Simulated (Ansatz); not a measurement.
# H2Ru16N: the cost of one run

Computed with Ansatz 0.2.0 (DFT PBE+D3(BJ), scalar-relativistic, plane waves, PAW, unless a step's input says otherwise).

2 further runs of the same task are left out: 2 set aside as unsound or not needed.

## (1) The system as given

Symmetry: P3m1, No. 156, trigonal system. The conventional cell has a = 2.698 Å, b = 2.698 Å, c = 22.399 Å, α = 90.00°, β = 90.00°, γ = 120.00°. Ru (site symmetry 3m) has 9 Ru at 2.64 to 2.70 Å as nearest neighbours. Ru (site symmetry 3m) has 12 Ru at 2.64 to 2.70 Å as nearest neighbours. Ru (site symmetry 3m) has 12 Ru at 2.59 to 2.70 Å as nearest neighbours. Around Ru (site symmetry 3m) lie 9 Ru at 2.59 to 2.70 Å.

Structure file:

```cif
data_structure
_symmetry_space_group_name_H-M 'P 1'
_symmetry_Int_Tables_number 1
_cell_length_a 5.3952
_cell_length_b 5.3952
_cell_length_c 22.3987
_cell_angle_alpha 90.000
_cell_angle_beta 90.000
_cell_angle_gamma 120.000
_cell_volume 564.63
loop_
_atom_site_label
_atom_site_type_symbol
_atom_site_fract_x
_atom_site_fract_y
_atom_site_fract_z
_atom_site_occupancy
Ru1 Ru 0.33333 0.16667 0.35716 1
Ru2 Ru 0.33333 0.66667 0.35716 1
Ru3 Ru 0.83333 0.16667 0.35716 1
Ru4 Ru 0.83333 0.66667 0.35716 1
Ru5 Ru 0.16667 0.33333 0.45239 1
Ru6 Ru 0.16667 0.83333 0.45239 1
Ru7 Ru 0.66667 0.33333 0.45239 1
Ru8 Ru 0.66667 0.83333 0.45239 1
Ru9 Ru 0.33333 0.16667 0.54825 1
Ru10 Ru 0.33333 0.66667 0.54825 1
Ru11 Ru 0.83333 0.16667 0.54825 1
Ru12 Ru 0.83333 0.66667 0.54825 1
Ru13 Ru 0.16667 0.33333 0.64051 1
Ru14 Ru 0.16667 0.83333 0.64051 1
Ru15 Ru 0.66667 0.33333 0.64051 1
Ru16 Ru 0.66667 0.83333 0.64051 1
```

Miller indices refer to the conventional cell of the relaxed bulk, P6_3/mmc (No. 194): a = 2.698 Å, b = 2.698 Å, c = 4.266 Å, α = 90.00°, β = 90.00°, γ = 120.00°.

It is a (001) slab, 6.4 Å thick as cut, with 16 Å of vacuum, in a 2×2 surface cell; its outer planes are Ru (top) and Ru (bottom). An earlier relaxation, lower half held, gave -94057.9423 eV, work function 4.97 eV (top face), 5.00 eV (bottom face), dipole along +c 0.005 e·Å per cell.

## (2) NH2, anchor, over a top (Ru) site

The input, input.yaml:

```yaml
crystal:
  lattice:
    - [5.3951895485, 0.0, 0.0]
    - [-2.6975947742, 4.6723712072, 0.0]
    - [0.0, 0.0, 25.0125783181]
  atoms:
    - { symbol: Ru, position: [0.3333333333, 0.1666666667, 0.3198390785] }
    - { symbol: Ru, position: [0.3333333333, 0.6666666667, 0.3198390785] }
    - { symbol: Ru, position: [0.8333333333, 0.1666666667, 0.3198390785] }
    - { symbol: Ru, position: [0.8333333333, 0.6666666667, 0.3198390785] }
    - { symbol: Ru, position: [0.1666666667, 0.3333333333, 0.4051125345] }
    - { symbol: Ru, position: [0.1666666667, 0.8333333333, 0.4051125345] }
    - { symbol: Ru, position: [0.6666666667, 0.3333333333, 0.4051125345] }
    - { symbol: Ru, position: [0.6666666667, 0.8333333333, 0.4051125345] }
    - { symbol: Ru, position: [0.3333333333, 0.1666666667, 0.4909558569] }
    - { symbol: Ru, position: [0.3333333333, 0.6666666667, 0.4909558569] }
    - { symbol: Ru, position: [0.8333333333, 0.1666666667, 0.4909558569] }
    - { symbol: Ru, position: [0.8333333333, 0.6666666667, 0.4909558569] }
    - { symbol: Ru, position: [0.1666666667, 0.3333333333, 0.5735781951] }
    - { symbol: Ru, position: [0.1666666667, 0.8333333333, 0.5735781951] }
    - { symbol: Ru, position: [0.6666666667, 0.3333333333, 0.5735781951] }
    - { symbol: Ru, position: [0.6666666667, 0.8333333333, 0.5735781951] }
    - { symbol: "N", position: [0.1666666667, 0.3333333333, 0.6647323324], spin: 1.0 }
    - { symbol: H, position: [0.2702088048, 0.506581184, 0.6892740376] }
    - { symbol: H, position: [0.0631245285, 0.1600854827, 0.6892740376] }
basis:
  ecutwfc: 420
kpoints:
  mp_grid: { grid: [4, 4, 1] }
hamiltonian:
  xc: pbe
  dispersion: d3bj
scf:
  occupations: { method: gaussian, width: 0.1 }
output:
  forces: true
  eigenvalues: true
  populations: true
  write_density: true
  write_potential: true
  elf: true
  volumetric_format: npy
magnetization:
  spin_polarized: true
relax:
  adjacent_minimum: "off"
  f_tol: 0.04
  max_steps: 100
  constraints: [{ sites: [0, 1, 2, 3, 4, 5, 6, 7] }]
efield:
  axis: 3
  dipole_correction: true
  ramp_width: 0.04
```

Run with:

```bash
> ansatz run input.yaml --threads 8 --pin off --max-ram 20480MiB --backend cpu --events-out ev --progress --plain --runs-dir out
```

What time and memory should one allow on 8 threads of Arm Neoverse V2, shared host?

About 5.5 min, with a peak of 4.2 GiB.
